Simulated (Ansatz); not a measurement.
**Tantalum pentafluoride (TaF5): basis-set convergence**

The task here is to estimate one member of a computed series from the others.

Program: Ansatz 0.2.0, Gaussian basis. Level of theory: one geometry, several basis sets. These are calculated values, not measurements.

Levels to be run: PBE0-D4/def2-SVP; ωB97M-V/def2-SVP; PBE0-D4/def2-QZVPP; ωB97M-V/def2-QZVPP; the functionals' def2-TZVPP values are taken from earlier runs.

## The geometry

An earlier PBE0-D4 in a triple-zeta def2 set relaxation fixed the geometry. Ta takes the def2 core potential; no spin-orbit term is included.

6 atoms, charge 0, spin multiplicity 1.

Atoms are counted from 1 here; the program's logs count them from 0.

Bond lengths: F1–Ta2 1.876 Å, Ta2–F3 1.846 Å, Ta2–F4 1.846 Å, Ta2–F5 1.876 Å, Ta2–F6 1.846 Å. Angles: F1–Ta2–F3 90.0°, F1–Ta2–F4 90.0°, F1–Ta2–F5 180.0°, F1–Ta2–F6 90.0°, F3–Ta2–F4 120.0°, F3–Ta2–F5 90.0°, F3–Ta2–F6 120.0°, F4–Ta2–F5 90.0°, F4–Ta2–F6 120.0°, F5–Ta2–F6 90.0°.

As a file:

```xyz
6
charge 0, multiplicity 1
F    -0.95212   -1.34529    0.89612
Ta    0.00704   -0.01069   -0.00771
F     1.58462   -0.89619    0.35975
F    -0.92448   -0.38889   -1.55587
F     0.96698    1.32396   -0.91064
F    -0.63994    1.25309    1.17214
```

The first run:

Contents of in.yaml:

```yaml
crystal:
  periodic: [false, false, false]
  atoms:
    - {symbol: F, position_ang: [-0.952121, -1.345289, 0.896124]}
    - {symbol: Ta, position_ang: [0.007044, -0.010688, -0.007706]}
    - {symbol: F, position_ang: [1.584619, -0.896188, 0.359753]}
    - {symbol: F, position_ang: [-0.924478, -0.388886, -1.555874]}
    - {symbol: F, position_ang: [0.966976, 1.323963, -0.910642]}
    - {symbol: F, position_ang: [-0.639939, 1.253088, 1.172145]}
basis:
  gaussian: {orbitals: def2-SVP}
hamiltonian: {xc: pbe0, dispersion: d4}
output: {orbitals: {seedname: orbitals}}
```

Run with:

```bash
> ansatz run in.yaml --threads 4 --pin off --events-out ev --progress --plain --max-ram 10444MiB
```

Steps of the session up to this table: PBE0-D4 in def2-SVP; ωB97M-V in def2-SVP; PBE0-D4 in def2-QZVPP; ωB97M-V in def2-QZVPP.

One table of the session follows, with a row left open; its other results are not shown here.

It belongs to the step «Density functionals: the series». 

| functional | basis | HOMO (eV) | LUMO (eV) |
| --- | --- | --- | --- |
| PBE0-D4 | def2-SVP | -12.22 | -2.59 |
| PBE0-D4 | def2-TZVPP | -12.25 | -2.40 |
| PBE0-D4 | def2-QZVPP | -12.27 | -2.40 |
| ωB97M-V | def2-SVP | ? | ? |
| ωB97M-V | def2-TZVPP | -14.76 | -0.07 |
| ωB97M-V | def2-QZVPP | -14.79 | -0.09 |

Estimate the missing values for ωB97M-V, def2-SVP.

As computed: HOMO (eV): -14.72; LUMO (eV): -0.25. In the column «HOMO (eV)» it lies between ωB97M-V, def2-TZVPP (-14.76) and PBE0-D4, def2-QZVPP (-12.27).
